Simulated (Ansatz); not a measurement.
Crystal: NiMoIrPdW.

```xyz
10
Lattice="2.7708 0.0000 0.0000 -1.3854 2.3996 0.0000 0.0000 0.0000 22.0196" Properties=species:S:1:pos:R:3 pbc="T T T"
Ni    0.0000    1.5998   18.7345
Ni    1.3854    0.7999    3.2851
Mo    1.3854    0.7999   16.7479
Mo    0.0000    1.5998    5.2717
Pd    0.0000    1.5998    1.1734
Pd    1.3854    0.7999   20.8462
Ir    0.0000    1.5998   14.4948
Ir    1.3854    0.7999    7.5248
W     0.0000    1.5998    9.7807
W     1.3854    0.7999   12.2389
```

The cell was built by a generator and needn't be a form met in nature.

| Item | Value |
| --- | --- |
| Program | Ansatz 0.2.0 |
| Task | relaxation of cell and atoms |
| Functional | r2SCAN |
| Dispersion | rVV10 |
| Potentials or basis | Ansatz PAW |
| Cutoff | 500 eV (not typed: the program's choice for these potentials) |
| k mesh | 8 × 8 × 1 |
| Occupations | fermi-dirac, width 0.05 eV |
| Spin | collinear spin, ferromagnetic start |
| Starting moments | [1.0, 1.0, 1.0, 1.0, 0.0, 0.0, 0.6, 0.6, 0.0, 0.0] μB |

At the start: volume 14.64 Å³/atom.

Task: Where does the relaxation end?

Result: It ends after 6 steps and the volume is 14.20 Å³/atom (-3.0 %); space group P-3m1 (No. 164, to 0.05 Å); moment 0.77 μB per cell.

The path:
```csv
step,energy change (eV),largest force (eV/Å),volume (Å³)
1,0.0000,0.1388,146.41
2,-0.1096,0.0746,142.51
3,-0.1128,0.0205,141.99
4,-0.1129,0.0185,142.01
5,-0.1130,0.0050,142.01
6,-0.1090,0.0051,142.01
```

Final structure:
```xyz
10
Lattice="2.7442 0.0000 0.0000 -1.3721 2.3765 0.0000 0.0000 0.0000 21.7754" Properties=species:S:1:pos:R:3 pbc="T T T"
Ni    0.0000    1.5844   18.5618
Ni    1.3721    0.7922    3.2136
Mo    1.3721    0.7922   16.5881
Mo    0.0000    1.5844    5.1873
Pd    0.0000    1.5844    1.1517
Pd    1.3721    0.7922   20.6236
Ir    0.0000    1.5844   14.3474
Ir    1.3721    0.7922    7.4279
W     0.0000    1.5844    9.6654
W     1.3721    0.7922   12.1100
```

Caveat: the magnetic or orbital state may not be the lowest; the plane-wave basis is chosen anew once the cell has moved, so the energies of steps on either side of that aren't comparable; the PAW data sets come from PBE, with cores solved anew for the run's functional, which leaves a small shift of forces and pressure.
